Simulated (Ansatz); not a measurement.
Task: a rigid torsion scan of H6SSiSn, SMILES [SiH3][SnH2][SH], with Ansatz 0.2.0 through its Python package. Give the script and its output. Use (for the species named): PBE0, def2-SVP basis, multiplicity 1.

| atom | x (Å) | y (Å) | z (Å) |
| --- | --- | --- | --- |
| Si | -1.0017 | 0.9426 | -0.9191 |
| Sn | 0.6917 | -0.5116 | 0.0851 |
| S | 0.1381 | -0.8811 | 2.3997 |
| H | -2.2943 | 0.3564 | -0.8226 |
| H | -0.7312 | 1.2097 | -2.3660 |
| H | -1.0680 | 2.2884 | -0.2177 |
| H | 2.2924 | 0.2567 | -0.0392 |
| H | 0.7550 | -2.0236 | -0.7676 |
| H | 1.3063 | -1.6839 | 2.6305 |

`run_torsion.py`
```python
import warnings

import ansatz
from ase import Atoms


def main() -> None:
    warnings.simplefilter("ignore", ansatz.DeckWarning)

    atoms = Atoms(["Si", "Sn", "S", "H", "H", "H", "H", "H", "H"], positions=[
        (-1.0017, 0.9426, -0.9191),
        (0.6917, -0.5116, 0.0851),
        (0.1381, -0.8811, 2.3997),
        (-2.2943, 0.3564, -0.8226),
        (-0.7312, 1.2097, -2.366),
        (-1.068, 2.2884, -0.2177),
        (2.2924, 0.2567, -0.0392),
        (0.755, -2.0236, -0.7676),
        (1.3063, -1.6839, 2.6305),
    ])

    first = ansatz.Crystal.molecule_from_ase(atoms).calculation()
    first = first.basis(gaussian="def2-SVP")
    first = first.functional("pbe0").scf(lower_state_search="off")
    first = first.relax(force_tolerance=0.02, max_steps=80)
    atoms.positions = first.run(threads=1).report["positions_ang"]

    start = atoms.get_dihedral(0, 1, 2, 8)
    energies = {}
    for turn in range(0, 360, 30):
        turned = atoms.copy()
        turned.set_dihedral(0, 1, 2, 8, start + turn, indices=[2, 8])
        model = (
            ansatz.Crystal.molecule_from_ase(turned).calculation()
            .basis(gaussian="def2-SVP")
            .functional("pbe0")
            .scf(lower_state_search="off")
        )
        energies[round((start + turn) % 360)] = model.run(threads=1).report["free_energy_ev"]
    floor = min(energies.values())
    print("dihedral Si0-Sn1-S2-H8 (deg)   E - E(min) (kcal/mol)")
    for angle, e in sorted(energies.items()):
        print(f"{angle:8d} {23.060548 * (e - floor):14.3f}  " + "#" * int(30 * (e - floor) / max(max(energies.values()) - floor, 1e-9)))


if __name__ == "__main__":
    main()
```

```console
$ python run_torsion.py
dihedral Si0-Sn1-S2-H8 (deg)   E - E(min) (kcal/mol)
       2          0.438  ###########################
      32          0.311  ###################
      62          0.262  ################
      92          0.427  ##########################
     122          0.473  #############################
     152          0.190  ###########
     182          0.000
     212          0.217  #############
     242          0.479  ##############################
     272          0.413  #########################
     302          0.271  ################
     332          0.342  #####################
```

The settings weren't tested for convergence. The scan is rigid and the energies are electronic, in a modest basis. With rigid groups the curve can differ much from the relaxed path, the start wasn't checked as a minimum of this torsion, and equivalent turns needn't return to the same energy. def2 sets replace the cores of elements past krypton by effective core potentials. It ran for 28 s on 1 thread of Intel(R) Xeon(R) Processor @ 2.30GHz, with other jobs on the host, peak memory 0.29 GiB.
